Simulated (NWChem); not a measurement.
# BHClO (SMILES O[B]Cl): U-wB97X/DGauss-DZVP

What is the electronic atomisation energy of BHClO at U-wB97X/DGauss-DZVP? 

The calculation is run with NWChem 7.3.0.

## (1) Starting point

BHClO has 4 atoms, charge 0, and is taken as a doublet. SMILES: `O[B]Cl`. The coordinates come from a PBE0-D4/def2-TZVP relaxation.

Bond lengths: O1–B2 1.334 Å, B2–Cl3 1.740 Å, O1–H4 0.961 Å. Angles: O1–B2–Cl3 122.2°, B2–O1–H4 113.5°.

## (2) A single-point energy at U-wB97X/DGauss-DZVP (run 1)

Input file a.nw:

```
start a
title "BClHO"
memory stack 880 mb heap 220 mb global 1100 mb
charge 0
geometry noautosym nocenter noautoz
O      0.545600     0.191100    -0.589300
B     -0.429900     0.065600     0.312600
Cl    -0.557200    -1.323200     1.352900
H      0.497000     1.006200    -1.096500
end
basis spherical bse
* library DGauss-DZVP
end
dft
xc wb97x
mult 2
grid fine
convergence energy 1e-08
maxiter 100
mulliken
print low
end
task dft energy
```

The run is started by

```
nwchem a.nw > a.out
```

Standard output:

```text
[...]
 d= 0,ls=0.0,diis     1   -560.7481740096 -6.37D+02  1.26D-02  1.24D-01     1.0
[...]
 d= 0,ls=0.0,diis    11   -560.8160248570 -4.92D-09  1.16D-06  6.77D-10     9.9
[...]
         Total DFT energy =     -560.816024856984
      One electron energy =     -924.546132886205
           Coulomb energy =      328.177311938114
    Exchange-Corr. energy =      -41.146934915697
 Nuclear repulsion energy =       76.699731006803
[...]
      Total Density - Mulliken Population Analysis
     ---------------------------------------------
    Atom       Charge   Shell Charges
 -----------   ------   -------------------------------------------------------
    1 O    8     8.39   2.00  0.92  0.78  3.56  1.10  0.03
    2 B    5     5.05   2.00  0.70  0.46  1.59  0.12  0.17
    3 Cl  17    17.03   2.00  2.00  1.12  0.76  5.99  3.86  1.28  0.02
    4 H    1     0.53   0.50  0.03
[...]
      <S2> =      0.7526 (Exact =     0.7500)
[...]
```

It took 11 s on 1 thread of AMD EPYC 7R13 (Zen 3), shared host; peak memory 0.11 GiB.

## (3) The B atom at the same level (run 2)

Input file b.nw:

```
start b
memory 2200 mb
charge 0

geometry units angstrom noautosym nocenter noautoz
 B     0.000000    0.000000    0.000000
end

basis "ao basis" spherical bse
 B library DGauss-DZVP
end

dft
 xc wb97x
 mult 2
 grid fine
 convergence energy 1e-08
 iterations 100
 mulliken
 noprint "final vectors analysis"
end

task dft energy
```

Run the same way, it converges to -24.64551 Eh (log not shown).

## (4) The Cl atom at the same level (run 3)

Input file input.nw:

```
START input
memory stack 880 mb heap 220 mb global 1100 mb

GEOMETRY units atomic noautosym nocenter noautoz
 Cl  0.00000000  0.00000000  0.00000000
END

BASIS spherical bse
 * library DGauss-DZVP
END

DFT
 xc wb97x
 mult 2
 grid fine
 convergence energy 1e-08
 maxiter 100
 mulliken
 noprint "final vectors analysis"
END

TASK dft energy
```

Run the same way, it converges to -460.08293 Eh (log not shown).

Run 4 isn't shown in full; the table further down has it.

## (5) The O atom at the same level (run 5)

Input file input.nw:

```
start input
title "O wB97X"
memory 2200 mb
charge 0
geometry units angstroms noautosym nocenter noautoz
   O        0.000000       0.000000       0.000000
end
basis spherical bse
   * library DGauss-DZVP
end
dft
   xc wb97x
   mult 3
   grid fine
   convergence energy 1e-08
   maxiter 100
   mulliken
   noprint "final vectors analysis"
end
task dft energy
```

Run the same way, it converges to -75.06000 Eh (log not shown).

## (6) All runs side by side

```
run  partner  energy (Eh)   ⟨S²⟩  wall time
  1     base  -560.816025  0.753       11 s
  2    atoms   -24.645511  0.753      1.4 s
  3    atoms  -460.082927  0.752      1.9 s
  4    atoms    -0.499556  0.750      1.2 s
  5    atoms   -75.060004  2.004      1.4 s
```

## (7) Outcome

Level: U-wB97X/DGauss-DZVP.

| quantity | value |
| --- | --- |
| O atom: total energy | -75.06000 Eh |
| O atom: ⟨S²⟩ | 2.004 |
| electronic atomisation energy | 14.368 eV |

Taking the molecule apart into free atoms costs 14.37 eV (331 kcal/mol), before zero-point energy and without spin-orbit coupling. All runs together took 17 s, the longest 11 s.
